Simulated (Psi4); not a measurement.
**UHF/cc-pVTZ (density fitting) run of BHSBr (SMILES S[B]Br)**

What is the vertical doublet–quartet gap of BHSBr at UHF/cc-pVTZ (density fitting)? 

The results are computed with Psi4 1.11.

1 further run of the same task is left out (it didn't finish).

## (1) The system as given

BHSBr: 4 atoms, total charge 0, spin state doublet. SMILES: `S[B]Br`. Geometry: relaxed at PBE0-D4/def2-TZVP.

Bond lengths: S1–B2 1.761 Å, B2–Br3 1.882 Å, S1–H4 1.345 Å. Angles: S1–B2–Br3 124.8°, B2–S1–H4 96.6°.

## (2) The harmonic vibrations at UHF/cc-pVTZ (density fitting)

File input.dat:

```
memory 1.6 GB

molecule {
  0 2
  S
  B 1 R2
  Br 2 R3 1 A3
  H 1 R4 2 A4 3 D4

  R2 = 1.761198
  R3 = 1.882365
  A3 = 124.77711
  R4 = 1.345219
  A4 = 96.56007
  D4 = 179.99012
  no_reorient
  no_com
}

set {
  basis                      cc-pVTZ
  reference                  uhf
  scf_type                   df
  rotational_symmetry_number 1
}

frequency("scf")
```

On the command line:

```
$ psi4 input.dat output.dat -n 1
```

output.dat, shortened:

```text
[...]
  Running in c1 symmetry.
[...]
  Nuclear repulsion =  176.893247660868411
[...]
  Multiplicity = 2
[...]
  Nalpha       = 29
  Nbeta        = 28
[...]
    Number of basis functions: 121
[...]
   @DF-UHF iter   1: -2995.09234548348240   -1.79483e+00   7.82779e-03 ADIIS/DIIS
[...]
  -Total Gradient:
     Atom            X                  Y                   Z
    ------   -----------------  -----------------  -----------------
       1        0.000002928900    -0.009312029075     0.008790666024
       2        0.000003032938    -0.005880715640    -0.003833250799
       3       -0.000002152933     0.007549277430    -0.005722241033
       4       -0.000003808905     0.007643467272     0.000764825806
[...]
   @DF-UHF iter  15: -2995.29016558415242   -1.50067e-11   7.63134e-09 DIIS
[...]
   @S^2 Observed:                7.587440351E-01
[...]
    Orbital Energies [Eh]
    ---------------------
    Alpha Occupied:
       1A   -490.031856     2A    -91.982133     3A    -65.172816
       4A    -58.527753     5A    -58.526879     6A    -58.526867
       7A     -9.847292     8A     -8.986408     9A     -7.707543
      10A     -7.457522    11A     -7.453242    12A     -7.453052
      13A     -6.668140    14A     -6.666915    15A     -6.665423
      16A     -3.200095    17A     -3.198074    18A     -3.197392
      19A     -3.192612    20A     -3.192580    21A     -1.054771
      22A     -1.002889    23A     -0.666785    24A     -0.573236
      25A     -0.519240    26A     -0.465963    27A     -0.459145
      28A     -0.402421    29A     -0.342545
    Alpha Virtual:
[...]
  @DF-UHF Final Energy: -2995.29016558415242
   => Energetics <=
    Nuclear Repulsion Energy =            176.8932476608684112
    One-Electron Energy =               -4518.5774507362057193
    Two-Electron Energy =                1346.3940374911842355
    Total Energy =                      -2995.2901655841524189
  UHF NO Occupations:
  HONO-2 :   27  A 1.9986097
  HONO-1 :   28  A 1.9980558
[...]
 Multipole Moments:
 ------------------------------------------------------------------------------------
     Multipole            Electronic (a.u.)      Nuclear  (a.u.)        Total (a.u.)
 ------------------------------------------------------------------------------------
 L = 1.  Multiply by 2.5417464519 to convert [e a0] to [Debye]
 Dipole X            :          0.0001829           -0.0002319           -0.0000490
 Dipole Y            :         -5.5640513            6.0182190            0.4541678
 Dipole Z            :          8.7690575           -9.0748353           -0.3057779
 Magnitude           :                                                    0.5475112
[...]
  ==> Harmonic Vibrational Analysis <==
[...]
  Freq [cm^-1]                 216.5474            492.2961            606.2061
[...]
  Freq [cm^-1]                 964.6994           1018.5831           2739.7059
[...]
  Total E_0, Enthalpy at 0 [K]                                                        -2995.27640992 [Eh]
[...]
  Total H, Enthalpy at  298.15 [K]                                                    -2995.27163498 [Eh]
[...]
  Total G, Gibbs energy at  298.15 [K]                                                -2995.30473694 [Eh]
[...]
```

Standard output:

```text
Warning: used thermodynamics relations inappropriate for low-frequency modes: ['216.5474' '492.2961' '606.2061']
```

Run time: 2.1 min. Hardware: 1 thread of Intel Xeon 6975P-C (Granite Rapids), shared host; peak memory 0.8 GiB.

## (3) The quartet: a single-point energy at UHF/cc-pVTZ (density fitting)

File calc.in:

```
memory 1600 MB

molecule m {
  0 4
  S
  B 1 1.761198
  Br 2 1.882365 1 124.77711
  H 1 1.345219 2 96.56007 3 179.99012
  no_reorient
  no_com
}

set {
  basis cc-pVTZ
  reference uhf
  scf_type df
}

energy_value = energy('hf')
```

On the command line:

```
$ psi4 -n 1 calc.in calc.out
```

calc.out, shortened:

```text
[...]
  Running in c1 symmetry.
[...]
  Nuclear repulsion =  176.893247660868411
[...]
  Multiplicity = 4
[...]
  Nalpha       = 30
  Nbeta        = 27
[...]
    Number of basis functions: 121
[...]
   @DF-UHF iter   1: -2994.91516808322422   -1.61766e+00   7.83198e-03 DIIS/ADIIS
[...]
   @DF-UHF iter  10: -2995.13583210017032   -7.49915e-08   6.49169e-07 DIIS
[...]
   @S^2 Observed:                3.777944567E+00
[...]
    Orbital Energies [Eh]
    ---------------------
    Alpha Occupied:
       1A   -489.989184     2A    -92.091276     3A    -65.130107
       4A    -58.484748     5A    -58.484666     6A    -58.484192
       7A     -9.804778     8A     -9.092443     9A     -7.620332
      10A     -7.414082    11A     -7.411682    12A     -7.410934
      13A     -6.788730    14A     -6.769426    15A     -6.768230
      16A     -3.157194    17A     -3.155479    18A     -3.155037
      19A     -3.150479    20A     -3.150478    21A     -1.123716
      22A     -0.999726    23A     -0.711740    24A     -0.627505
      25A     -0.590301    26A     -0.516149    27A     -0.432593
      28A     -0.426067    29A     -0.316702    30A     -0.245351
    Alpha Virtual:
[...]
  @DF-UHF Final Energy: -2995.13583210017032
   => Energetics <=
    Nuclear Repulsion Energy =            176.8932476608684112
    One-Electron Energy =               -4518.6648016282797471
    Two-Electron Energy =                1346.6357218672405907
    Total Energy =                      -2995.1358321001703189
  UHF NO Occupations:
  HONO-2 :   28  A 1.0000000
  HONO-1 :   29  A 1.0000000
[...]
 Multipole Moments:
 ------------------------------------------------------------------------------------
     Multipole            Electronic (a.u.)      Nuclear  (a.u.)        Total (a.u.)
 ------------------------------------------------------------------------------------
 L = 1.  Multiply by 2.5417464519 to convert [e a0] to [Debye]
 Dipole X            :          0.0001570           -0.0002319           -0.0000750
 Dipole Y            :         -5.1939094            6.0182190            0.8243096
 Dipole Z            :          7.1572545           -9.0748353           -1.9175809
 Magnitude           :                                                    2.0872477
[...]
```

Run time: 6 s. Hardware: 1 thread of Intel Xeon 6975P-C (Granite Rapids), shared host; peak memory 0.64 GiB.

## (4) Summary of results

At UHF/cc-pVTZ (density fitting):

| quantity | value |
| --- | --- |
| doublet: total energy | -2995.29017 Eh |
| doublet: dipole moment | 1.39 D |
| doublet: HOMO energy (highest over α and β) | -9.32 eV |
| doublet: LUMO energy (lowest over α and β) | 1.84 eV |
| doublet: ⟨S²⟩ | 0.759 |
| doublet: lowest harmonic wavenumber | 217 cm⁻¹ |
| doublet: highest harmonic wavenumber | 2740 cm⁻¹ |
| doublet: zero-point energy | 36.1 kJ/mol |
| doublet: ideal-gas entropy at 298.15 K (symmetry number 1 as used) | 69.7 cal/(mol K) |
| quartet: total energy | -2995.13583 Eh |
| quartet: dipole moment | 5.31 D |
| quartet: HOMO energy (highest over α and β) | -6.68 eV |
| quartet: LUMO energy (lowest over α and β) | -1.95 eV |
| quartet: ⟨S²⟩ | 3.778 |
| vertical energy of the quartet above the doublet | 4.200 eV |

**Reading.** At this shape the quartet lies 4.20 eV (405 kJ/mol) above the doublet. All 6 modes (doublet) are real. The vibrations (doublet) are taken at a shape not relaxed at this level, so they aren't the harmonic values of a minimum.
